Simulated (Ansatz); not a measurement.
# CH6Sn: the cost of one run

All numbers below are computed with Ansatz 0.2.0 (RKS B3LYP-D4/def2-SVP).

## (1) The system as given

Bond lengths: Sn1–H2 1.940 Å, Sn1–C3 2.350 Å, C3–H4 1.110 Å, C3–H5 1.110 Å, C3–H6 1.110 Å, Sn1–H7 1.739 Å, Sn1–H8 1.739 Å. Angles: H2–Sn1–C3 40.2°, H2–Sn1–H7 122.3°, H2–Sn1–H8 122.3°, C3–Sn1–H7 123.3°, C3–Sn1–H8 123.3°, H7–Sn1–H8 109.5°, Sn1–C3–H4 105.4°, Sn1–C3–H5 77.4°, Sn1–C3–H6 139.1°, H4–C3–H5 109.4°, H4–C3–H6 109.4°, H5–C3–H6 109.4°.

As a file:

```xyz
8

Sn    0.0000    0.0000    0.0000
H     1.0458    0.0000    1.6339
C     2.2453    0.0000    0.6940
H     2.5929   -1.0463    0.5658
H     2.2938    0.5276   -0.2814
H     2.8972    0.5187    1.4274
H    -0.8195    1.4198   -0.5794
H    -0.8195   -1.4198   -0.5794
```

## (2) Pulling towards end A

Springs on the bonds that form and break draw the guess towards this end; the thresholds are loose.

The input, input.yaml:

```yaml
crystal:
  periodic: [false, false, false]
  atoms:
    - { symbol: Sn, position_ang: [0.0, 0.0, 0.0] }
    - { symbol: H, position_ang: [1.0458, 0.0, 1.6339] }
    - { symbol: C, position_ang: [2.2453, 0.0, 0.694] }
    - { symbol: H, position_ang: [2.5929, -1.0463, 0.5658] }
    - { symbol: H, position_ang: [2.2938, 0.5276, -0.2814] }
    - { symbol: H, position_ang: [2.8972, 0.5187, 1.4274] }
    - { symbol: H, position_ang: [-0.8195, 1.4198, -0.5794] }
    - { symbol: H, position_ang: [-0.8195, -1.4198, -0.5794] }
basis:
  gaussian: { orbitals: def2-SVP }
hamiltonian:
  xc: b3lyp
  dispersion: d4
relax:
  f_tol: 0.15
  max_steps: 25
  restrain:
    - { distance: [1, 2], at: 2.31, k: 30.0 }
    - { distance: [0, 1], at: 1.74, k: 30.0 }
    - { distance: [0, 2], at: 2.15, k: 30.0 }
```

On the command line:

```
> ansatz run input.yaml --threads 1 --pin off --max-ram 2048MiB --backend cpu --events-out ev --progress --plain --runs-dir out
```

What time and memory should one allow on 1 thread of Intel Xeon 6975P-C (Granite Rapids), shared host?

About 19 s, with a peak of 0.15 GiB.
